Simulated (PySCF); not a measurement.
# C4H5BCl2: the cost of one run

Computed with PySCF 2.14.0, with density-fitted response routines of our own, on a single molecule in the gas phase. Atoms count from 0, in the outputs and in this text.

## (1) The starting structure

12 atoms, charge 0, multiplicity 1; geometry from: GFN2-xTB. The atoms were then displaced at random by about 0.01 Å, so the start is not that level's minimum.

Bonds of the start (Å): C0–C1 1.30, C1–C2 1.31, C2–C3 1.47, C3–B4 1.61, B4–Cl5 1.72, B4–Cl6 1.73, C0–H7 1.10, C0–H8 1.04, C2–H9 1.10, C3–H10 1.11, C3–H11 1.08.

## (2) Optimising the geometry at PBE0-D3(BJ)/def2-SVP

What the job is given:

```
{"job": {"xc": "PBE0", "basis": "def2-SVP", "d3": "d3bj", "grid": 1, "shake": 0.01, "kind": "geom"}, "charge": 0, "multiplicity": 1}
C      2.481500     0.627980    -0.452330
C      1.397350    -0.033710    -0.161770
C      0.318230    -0.717240     0.109950
C     -0.976650    -0.491420    -0.540580
B     -2.025950     0.223780     0.446510
Cl    -3.556600    -0.451050     0.834260
Cl    -1.583290     1.718340     1.194110
H      2.723410     1.571830     0.056510
H      3.146670     0.340300    -1.204620
H      0.366840    -1.484860     0.890280
H     -1.404880    -1.459740    -0.867700
H     -0.846930     0.127510    -1.416480
```

Run with:

```
$ OMP_NUM_THREADS=1 python probes_run.py task.json out
```

The driver reads the jobs from task.json and runs them one after another.

**Question.** How long does this first job take on 1 thread of Arm Neoverse V1, shared host, and how much memory does it need?

About 40 s, with a peak of 0.52 GiB.
